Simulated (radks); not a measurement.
**Cu⁴⁺ in [Ne] 3s1 3p6 3d8: an all-electron calculation**

An exercise on one series of results from a longer session: the logs are not shown, and one member is left open.

Program: radks (a radial shooting solver on a logarithmic mesh, Libxc functionals) version 1. Level of theory: scalar-relativistic Kohn-Sham, RPBE, spin-polarised, spherical densities, finite nucleus; open shells are filled with parallel spins first. These are calculated values, not measurements, unless marked.

### The atom as given

```
element            : copper (Z = 29)
charge             : +4
electrons          : 25
configuration      : [Ne] 3s1 3p6 3d8
nuclear rms radius : 3.8823 fm
```

Outer shells as boxes (Hund's rule):

Cu⁴⁺
```
[Ne] core
3s [↑ ]
3p [↑↓][↑↓][↑↓]
3d [↑↓][↑↓][↑↓][↑ ][↑ ]
```

The first run:

Input:

```text
Z 29
configuration [Ne] 3s1 3p6 3d8 4s0 4p0
relativity scalar-relativistic
functional rpbe,pbe
spin polarised
nucleus finite rms 3.8823 fm
c 137.035999084
```

Command:

```sh
$ python run_ks.py task.json out
```

The same process makes all the runs of this session.

Among the steps run: Self-consistent calculation.

One table of the session follows, with a row left open; its other results are not shown here.

It belongs to the step «Radial structure». From the orbitals of this run (lengths in bohr):

| level | <r> | outermost maximum (interpolated) | 90 % within | nodes |
| --- | --- | --- | --- | --- |
| 1s up | 0.05212 | 0.0341 | 0.0931 | 0 |
| 1s down | 0.05212 | 0.0341 | 0.0931 | 0 |
| 2s up | 0.2351 | 0.197 | 0.364 | 1 |
| 2s down | 0.2349 | 0.196 | 0.364 | 1 |
| 2p up | 0.2064 | 0.158 | 0.338 | 0 |
| 2p down | 0.2062 | 0.158 | 0.337 | 0 |
| 3s up | 0.6967 | 0.609 | 1.04 | 2 |
| 3s down | 0.7000 | 0.610 | 1.04 | 2 |
| 3p up | 0.7222 | 0.613 | 1.10 | 1 |
| 3p down | 0.7272 | 0.614 | 1.11 | 1 |
| 3d up | 0.7938 | 0.575 | 1.31 | 0 |
| 3d down | ? | ? | ? | ? |
| 4s up | 1.898 | 1.72 | 2.74 | 3 |
| 4s down | 1.921 | 1.74 | 2.77 | 3 |
| 4p up | 2.125 | 1.93 | 3.08 | 2 |
| 4p down | 2.152 | 1.95 | 3.12 | 2 |

**Question.** Estimate the row for 3d down.

As computed: <r>: 0.8110; outermost maximum (interpolated): 0.579; 90 % within: 1.35; nodes: 0. In the column «<r>» it lies between 3d up (0.7938) and 4s up (1.898).
